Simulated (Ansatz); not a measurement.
# GaH4NO: molecular dynamics

The plan is to follow the molecule's vibrations and see whether its bonds hold. The start is relaxed first. Runs: 300 steps of 0.5 fs under a Nosé-Hoover thermostat at 1500 K.

All numbers below are computed with Ansatz 0.2.0 (RKS PBE-D4/def2-SVP).

### Step 1. The system as given

Bond lengths: Ga1–O2 1.790 Å, O2–H3 1.010 Å, Ga1–H4 1.570 Å, Ga1–N5 1.930 Å, N5–H6 1.060 Å, N5–H7 1.060 Å. Angles: Ga1–O2–H3 109.5°, O2–Ga1–H4 120.0°, O2–Ga1–N5 120.0°, H4–Ga1–N5 120.0°, Ga1–N5–H6 120.0°, Ga1–N5–H7 120.0°, H6–N5–H7 120.0°.

Coordinates:

```xyz
7

Ga    0.0000    0.0000    0.0000
O     0.0000    0.0000    1.7900
H    -0.9095   -0.2814    2.1271
H     1.3596    0.0000   -0.7850
N    -1.6714    0.0000   -0.9650
H    -2.3403   -0.8164   -0.8664
H    -1.9204    0.8164   -1.5936
```

### Step 2. Relaxing the start

input.yaml

```yaml
crystal:
  periodic: [false, false, false]
  atoms:
    - { symbol: Ga, position_ang: [0.0, 0.0, 0.0] }
    - { symbol: O, position_ang: [0.0, 0.0, 1.79] }
    - { symbol: H, position_ang: [-0.9095, -0.2814, 2.1271] }
    - { symbol: H, position_ang: [1.3596, 0.0, -0.785] }
    - { symbol: "N", position_ang: [-1.6714, 0.0, -0.965] }
    - { symbol: H, position_ang: [-2.3403, -0.8164, -0.8664] }
    - { symbol: H, position_ang: [-1.9204, 0.8164, -1.5936] }
basis:
  gaussian: { orbitals: def2-SVP }
hamiltonian:
  xc: pbe
  dispersion: d4
relax:
  f_tol: 0.02
  max_steps: 40
output:
  orbitals: {}
```

Run with:

```bash
ansatz run input.yaml --threads 1 --pin off --max-ram 2048MiB --backend cpu --events-out ev --progress --plain --runs-dir out
```

The runs that follow: The run.

Q: Predict the outcome of this session. Wanted: relaxation of the start; temperature, first and last step; temperature, second half; potential energy, second half; largest change of the conserved energy; bonds formed or broken.

**Answer**, as computed:

```
                              quantity                            value
               relaxation of the start          6 moves, 0.538 eV lower
                                length              300 steps of 0.5 fs
      temperature, first and last step                   1500 and 815 K
              temperature, second half  mean 1277 K, from 519 to 2728 K
         potential energy, second half     +118 meV/atom from the start
largest change of the conserved energy                    2.07 meV/atom
                bonds formed or broken                                0
```

In words: Against a set 1500 K the second half averages 1277 K, going from 1908 to 815 K over that half. The conserved energy strays from its start by at most 2.07 meV/atom, 1.8 % of the mean kinetic energy, so a step of 0.5 fs is short enough over this time. The bonds all hold. A run of 150 fs with 7 atoms shows the motion but fixes no equilibrium value. The nuclei move classically, without zero-point motion, which matters most for hydrogen.
